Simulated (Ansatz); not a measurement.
# Li2O4: geometry and frequencies at several levels

Aim: geometry and frequencies at several levels, for Li2O4, with the cost of each level.

Program: Ansatz 0.2.0. Level of theory: the levels named in each step. These are calculated values, not measurements.

## 1. The structure to begin with

Bond lengths: Li1–O3 1.837 Å, Li2–O3 1.837 Å, Li1–O4 1.892 Å, Li2–O4 1.892 Å, O3–O4 1.341 Å, Li1–O5 1.892 Å, Li2–O5 1.892 Å, Li1–O6 1.837 Å, Li2–O6 1.837 Å, O5–O6 1.341 Å. Angles (14 of 24 angles, heavy atoms first): O3–Li2–O4 42.1°, O3–Li2–O5 83.1°, O3–Li2–O6 76.4°, O4–Li2–O5 60.4°, O4–Li2–O6 83.1°, O5–Li2–O6 42.1°, O3–Li1–O4 42.1°, O3–Li1–O5 83.1°, O3–Li1–O6 76.4°, O4–Li1–O5 60.4°, O4–Li1–O6 83.1°, O5–Li1–O6 42.1°, Li1–O3–Li2 96.8°, Li1–O3–O4 71.1°.

Coordinates:

```xyz
6

Li    1.0702   -0.3573    0.8051
Li   -1.1688    0.5451   -0.5080
O    -0.7517   -0.5788    0.8837
O    -0.2979   -1.1156   -0.2587
O     0.6781    0.3916   -0.8871
O     0.4142    1.2213    0.1332
```

## 2. A rough first relaxation, PBE-D4/def2-SVP

The input, input.yaml:

```yaml
crystal:
  periodic: [false, false, false]
  atoms:
    - { symbol: Li, position_ang: [1.07022, -0.35733, 0.80511] }
    - { symbol: Li, position_ang: [-1.1688, 0.54505, -0.50801] }
    - { symbol: O, position_ang: [-0.75165, -0.5788, 0.88372] }
    - { symbol: O, position_ang: [-0.2979, -1.11558, -0.25869] }
    - { symbol: O, position_ang: [0.67811, 0.39162, -0.88713] }
    - { symbol: O, position_ang: [0.41421, 1.22133, 0.1332] }
basis:
  gaussian: { orbitals: def2-SVP }
hamiltonian:
  xc: pbe
  dispersion: d4
relax:
  f_tol: 0.03
  max_steps: 200
```

The run is started by

```sh
> ansatz run input.yaml --threads 2 --pin off --max-ram 5120MiB --backend cpu --events-out ev --progress --plain --runs-dir out
```

After this run come: Relaxation, HF/STO-3G; Frequencies, HF/STO-3G; Relaxation, HF/6-31G*; Frequencies, HF/6-31G*; Relaxation, LDA/def2-SVP; Frequencies, LDA/def2-SVP; Relaxation, PBE-D4/def2-SVP; Frequencies, PBE-D4/def2-SVP.

Before running it: what results should come out? Wanted: Li1–Li2 at PBE-D4/def2-SVP; Li1–O3 at PBE-D4/def2-SVP; Li1–O4 at PBE-D4/def2-SVP; frequencies at PBE-D4/def2-SVP.

The runs gave:

| quantity | value |
| --- | --- |
| Li1–Li2 at PBE-D4/def2-SVP | 2.708 Å |
| Li1–O3 at PBE-D4/def2-SVP | 1.908 Å |
| Li1–O4 at PBE-D4/def2-SVP | 1.908 Å |
| frequencies at PBE-D4/def2-SVP | 190 to 1109 cm⁻¹ |

**Reading.** The Li–Li distance spreads over 0.187 Å, from HF/STO-3G (shortest) to PBE-D4/def2-SVP. No mode is imaginary, so the geometry is a minimum.
